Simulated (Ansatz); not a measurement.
# SnTe: pressure up to the limit of the methods

An exercise on one series of results from a longer session: the logs are not shown, and one member is left open.

Program: Ansatz 0.2.0. Level of theory: DFT r²SCAN, with the methods named in each step. These are calculated values, not measurements.

### Starting point

It takes space group F-43m (No. 216, cubic). Conventional cell: a = 6.214 Å, b = 6.214 Å, c = 6.214 Å, α = 90.00°, β = 90.00°, γ = 90.00°. Around Sn (site symmetry -43m) lie 4 Te at 2.69 Å. Around Te (site symmetry -43m) lie 4 Sn at 2.69 Å.

Coordinates:

```cif
data_structure
_symmetry_space_group_name_H-M 'P 1'
_symmetry_Int_Tables_number 1
_cell_length_a 4.3943
_cell_length_b 4.3943
_cell_length_c 4.3943
_cell_angle_alpha 60.000
_cell_angle_beta 60.000
_cell_angle_gamma 60.000
_cell_volume 60.00
loop_
_atom_site_label
_atom_site_type_symbol
_atom_site_fract_x
_atom_site_fract_y
_atom_site_fract_z
_atom_site_occupancy
Sn1 Sn 0.00000 0.00000 0.00000 1
Te1 Te 0.25000 0.25000 0.25000 1
```

Whether this phase is the stable one at these pressures isn't tested.

Atoms are numbered in the order of the input: Sn1, Te2.

The first run:

Input file input.yaml:

```yaml
crystal:
  lattice:
    - [0.0, 3.107232506, 3.107232506]
    - [3.107232506, 0.0, 3.107232506]
    - [3.107232506, 3.107232506, 0.0]
  atoms:
    - { symbol: Sn, position: [0.0, 0.0, 0.0] }
    - { symbol: Te, position: [0.25, 0.25, 0.25] }
kpoints:
  mp_grid: { grid: [12, 12, 12] }
scf:
  occupations: { method: fermi_dirac, width: 0.1 }
hamiltonian:
  xc: r2scan
  pseudopotentials: { kind: paw }
output:
  forces: true
  stress: true
relax:
  f_tol: 0.005
  max_steps: 40
  cell: {}
```

The run is started by

```
$ ansatz run input.yaml --threads 1 --pin off --max-ram 2048MiB --backend cpu --events-out ev --progress --plain --runs-dir out
```

Steps of the session up to this table: Cell relaxed at zero pressure, PAW; Volume scaled by 1, PAW; Volume scaled by 0.94, PAW; Volume scaled by 0.88, PAW; Volume scaled by 0.8, PAW; Volume scaled by 0.72, PAW; Volume scaled by 0.72, PAW (partial_waves polarizable); Volume scaled by 0.64, PAW; Volume scaled by 0.55, PAW; Volume scaled by 0.55, PAW (level accurate).

One table of the session follows, with a row left open; its other results are not shown here.

| method | volume over the first | volume (Å³/atom) | pressure (GPa) |
| --- | --- | --- | --- |
| PAW | 1 | 45.887 | 0.02 |
| PAW | 0.94 | 43.134 | 1.83 |
| PAW | 0.88 | ? | ? |
| PAW | 0.8 | 36.710 | 8.62 |
| PAW | 0.72 | 33.039 | 15.43 |
| PAW | 0.64 | 29.368 | 26.48 |
| PAW | 0.55 | 25.238 | 48.73 |
| PAW (level accurate) | 0.55 | 25.238 | 48.81 |
| PAW (partial_waves polarizable) | 0.72 | 33.039 | 15.43 |

Q: Estimate the row for PAW, 0.88 from the others.

As computed: volume (Å³/atom): 40.381; pressure (GPa): 4.20. In the column «volume (Å³/atom)» it lies between PAW, 0.8 (36.710) and PAW, 0.94 (43.134).
